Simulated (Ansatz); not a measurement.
Crystal: HfB.

```
CELL_PARAMETERS angstrom
3.26683 0.00000 0.00000
1.63342 2.82916 0.00000
1.63342 0.94305 2.66736
ATOMIC_POSITIONS crystal
Hf 0.50000 0.50000 0.50000
B 0.00000 0.00000 0.00000
```

The cell isn't the ideal one: the cell as VASP's run set it.

Base run:

```yaml
Program: Ansatz 0.2.0
Functional: LDA
Potentials_or_basis: all-electron LAPW, scalar-relativistic
Cutoff: 283 eV (chosen from the basis error)
Basis_error_allowed: 0.001 eV/atom
k_mesh: 10 × 10 × 10
Occupations: gaussian, width 0.1 eV
Spin: no spin polarisation
```

Its results: band gap on the k mesh none (metal or under the smearing width); pressure 17.9 GPa.

**Question.** The run is repeated on the same cell with these changes: functional from LDA to PBEsol. What comes out?

**Answer.** Band gap on the k mesh none (metal or under the smearing width); pressure 23.2 GPa.

PBEsol binds less tightly than LDA, so the same cell stands under more pressure.

Caveats: so large a pressure means that the cell lies far from this level's equilibrium, or that cutoff or potentials fall short.
